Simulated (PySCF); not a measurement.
# C2H7FOSi2: the cost of one run

Computed with PySCF 2.14.0, with density-fitted response routines of our own, on a single molecule in the gas phase. Atoms count from 0, in the outputs and in this text.

## (1) The starting structure

13 atoms, charge 0, multiplicity 1; geometry from: GFN2-xTB. The atoms were then displaced at random by about 0.01 Å, so the start is not that level's minimum.

Bonds of the start (Å): O0–Si1 1.65, Si1–C2 1.93, C2–Si3 1.89, Si3–F4 1.62, Si3–C5 1.87, C5–Si1 1.92, O0–H6 0.93, Si1–H7 1.49, C2–H8 1.08, C2–H9 1.07, Si3–H10 1.49, C5–H11 1.09, C5–H12 1.08.

## (2) Geometry optimisation at PBE0-D3(BJ)/def2-SVP

Job settings and geometry (Å):

```
{"job": {"xc": "PBE0", "basis": "def2-SVP", "d3": "d3bj", "grid": 1, "shake": 0.01, "kind": "geom"}, "charge": 0, "multiplicity": 1}
O      1.466980    -1.384640    -1.297590
Si     1.030600     0.013970    -0.536900
C     -0.755010     0.478460    -1.092150
Si    -1.345940     0.283820     0.695430
F     -1.777620     1.719190     1.312190
C      0.369810    -0.220640     1.248750
H      2.222770    -1.864430    -1.042450
H      2.108120     1.027380    -0.671180
H     -0.845350     1.488080    -1.467870
H     -1.168330    -0.204080    -1.799020
H     -2.539790    -0.553370     1.008520
H      0.813790     0.428840     2.008710
H      0.425800    -1.229470     1.623260
```

Started as:

```sh
> OMP_NUM_THREADS=1 python probes_run.py task.json out
```

One launch serves the whole session: the jobs run in the order shown.

**Question.** How long does this first job take on 1 thread of Arm Neoverse V2, shared host, and how much memory does it need?

About 33 s, with a peak of 0.51 GiB.
